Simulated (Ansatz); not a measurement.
# CH₇BOSi₂: a ladder of functionals and wavefunction methods

An exercise on one series of results from a longer session: the logs are not shown, and one member is left open.

Method: functionals in def2-TZVPP, the program's frozen cores in correlated methods; program: Ansatz 0.2.0, Gaussian basis.

Levels to be run: PBE-D4, r2SCAN-D4, PBE0-D4, B3LYP-D4, ωB97X-V, ωB97M-V, B2PLYP; CCSD(T)/def2-TZVPP; MP2/def2-QZVPP; extrapolation to the limit.

### Structure used throughout

An earlier PBE0-D4 in a triple-zeta def2 set relaxation fixed the geometry.

SMILES `OCB1[SiH2][SiH2]1`, 12 atoms, charge 0, spin multiplicity 1.

Atoms are counted from 1 here; the program's logs count them from 0.

Bond lengths: O1–C2 1.418 Å, O1–H6 0.961 Å, C2–B3 1.563 Å, C2–H7 1.106 Å, C2–H8 1.096 Å, B3–Si4 1.909 Å, B3–Si5 1.910 Å, Si4–Si5 2.501 Å, Si4–H9 1.481 Å, Si4–H10 1.487 Å, Si5–H11 1.486 Å, Si5–H12 1.481 Å. Angles: C2–O1–H6 107.7°, O1–C2–B3 117.5°, O1–C2–H7 110.5°, O1–C2–H8 106.6°, B3–C2–H7 105.7°, B3–C2–H8 111.3°, H7–C2–H8 104.4°, C2–B3–Si4 128.8°, C2–B3–Si5 130.4°, Si4–B3–Si5 81.8°, B3–Si4–Si5 49.1°, B3–Si4–H9 124.3°, B3–Si4–H10 124.1°, Si5–Si4–H9 93.7°, Si5–Si4–H10 137.4°, H9–Si4–H10 111.3°, B3–Si5–Si4 49.1°, B3–Si5–H11 125.8° and more.

Coordinates:

```xyz
12
CH7BOSi2
O    -1.6016    1.8137    0.5660
C    -1.5116    0.4006    0.4961
B    -0.3128   -0.2086   -0.3013
Si    0.7721   -1.7172    0.1352
Si    1.3858    0.5406   -0.7487
H    -1.2698    2.1685   -0.2626
H    -2.4238   -0.0242    0.0360
H    -1.5307    0.0333    1.5285
H     1.6301   -2.4365   -0.8348
H     0.7473   -2.4077    1.4518
H     1.9241    1.8335   -0.2510
H     2.2680   -0.0514   -1.7810
```

The first run:

The input, in.yaml:

```yaml
crystal:
  periodic: [false, false, false]
  atoms:
    - {symbol: O, position_ang: [-1.601634, 1.813665, 0.566005]}
    - {symbol: C, position_ang: [-1.511603, 0.400629, 0.496051]}
    - {symbol: B, position_ang: [-0.312819, -0.208552, -0.301321]}
    - {symbol: Si, position_ang: [0.772088, -1.717162, 0.135238]}
    - {symbol: Si, position_ang: [1.385772, 0.540590, -0.748747]}
    - {symbol: H, position_ang: [-1.269792, 2.168545, -0.262559]}
    - {symbol: H, position_ang: [-2.423810, -0.024198, 0.036043]}
    - {symbol: H, position_ang: [-1.530706, 0.033267, 1.528457]}
    - {symbol: H, position_ang: [1.630069, -2.436459, -0.834795]}
    - {symbol: H, position_ang: [0.747288, -2.407719, 1.451791]}
    - {symbol: H, position_ang: [1.924106, 1.833459, -0.251047]}
    - {symbol: H, position_ang: [2.268040, -0.051363, -1.781016]}
basis:
  gaussian: {orbitals: def2-TZVPP}
hamiltonian: {xc: pbe, dispersion: d4}
output: {forces: true, orbitals: {seedname: orbitals}}
```

Launch:

```sh
> ansatz run in.yaml --threads 4 --pin off --events-out ev --progress --plain --max-ram 10444MiB
```

Steps of the session up to this table: PBE-D4 (GGA); r2SCAN-D4 (meta-GGA); PBE0-D4 (hybrid); B3LYP-D4 (hybrid); ωB97X-V (range-separated); ωB97M-V (range-separated); B2PLYP (double hybrid); CCSD(T) in def2-TZVPP; MP2 in def2-QZVPP.

One of the session's tables, all rows but one given; the rest of the session is left out.

```
            method  atomisation energy (kJ/mol)
            PBE-D4                       4045.5
         r2SCAN-D4                       4004.0
           PBE0-D4                       3980.6
          B3LYP-D4                       3966.9
           ωB97X-V                       3986.3
           ωB97M-V                       3978.8
            B2PLYP                       3913.9
     HF/def2-TZVPP                       2852.9
    MP2/def2-TZVPP                       3899.5
   CCSD/def2-TZVPP                       3792.6
CCSD(T)/def2-TZVPP                            ?
           MP2/CBS                       4005.7
       CCSD(T)/CBS                       3964.7
```

**Question.** Estimate the row for CCSD(T)/def2-TZVPP.

The run gave: atomisation energy (kJ/mol): 3858.5. In the column «atomisation energy (kJ/mol)» it lies between CCSD/def2-TZVPP (3792.6) and MP2/def2-TZVPP (3899.5).
